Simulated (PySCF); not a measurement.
# A diatomic session: SiBr

The task here is to estimate one member of a computed series from the others.

Program: PySCF 2.14.0. Level of theory: Si 6-31G(d,p), Br 6-31G(d,p), no relativity. These are calculated values, not measurements.

The first run:

Settings of the job:

```yaml
atoms: Si, Br
charge: 0
basis: Si 6-31G(d,p), Br 6-31G(d,p)
Hamiltonian: no relativity
basis_functions: 50
electrons_treated: 49
masses_in_u: 27.9769, 78.9183
levels: PBE0, PBE, r²SCAN, r²SCANh, PW91, M06, CAM-B3LYP, HF, MP2, SCS-MP2, CCSD, CCSD(T)
grid: 80 radial by 434 angular points
occupations: held fixed by the projection of orbital angular momentum
dissociation_limit: Si + Br, each in its ground configuration
starting_distance_in_angstrom: 2.230
values_of_2S_to_try: 1, 3
```

Run with:

```bash
OMP_NUM_THREADS=1 python dia.py task.json out
```

Steps of the session up to this table: Input; The PBE0 curve of the state that the search chose; Excited determinants; PBE (GGA); r²SCAN (meta-GGA); r²SCANh; PW91; M06 (hybrid meta-GGA); CAM-B3LYP; UHF (mean field); Correlated methods on the Hartree–Fock reference.

One of the session's tables, all rows but one given; the rest of the session is left out.

Energy (eV) from each level's lowest point:

```
R (Å)    UHF  UHF-MP2  UHF-SCS-MP2  UHF-CCSD  UHF-CCSD(T)
1.934  1.129    1.055        1.088       n/a          n/a
2.024  0.509    0.457        0.481     0.483        0.489
2.114  0.167    0.137        0.151     0.152        0.156
2.182      ?        ?            ?         ?            ?
2.249  0.000    0.000        0.000     0.000        0.000
2.317  0.021    0.034        0.027     0.027        0.025
2.406  0.120    0.149        0.134     0.134        0.129
2.519  0.320    0.367        0.340     0.341        0.332
2.654  0.622    0.687        0.649     0.650        0.636
2.834  1.065    1.150        1.099       n/a          n/a
```

Estimate the missing values for R (Å) = 2.182.

Worked estimate for «UHF». A straight line through the neighbours (2.114, 0.167) and (2.249, 0.000) gives 0.167 + (0.000 − 0.167) × (2.182 − 2.114) / (2.249 − 2.114) = 0.083; a parabola fitted to 4 rows on both sides gives 0.037.

The run gave: UHF: 0.042; UHF-MP2: 0.027; UHF-SCS-MP2: 0.034; UHF-CCSD: 0.035; UHF-CCSD(T): 0.037. In «UHF» the line misses by +0.041 and the parabola by -0.005.
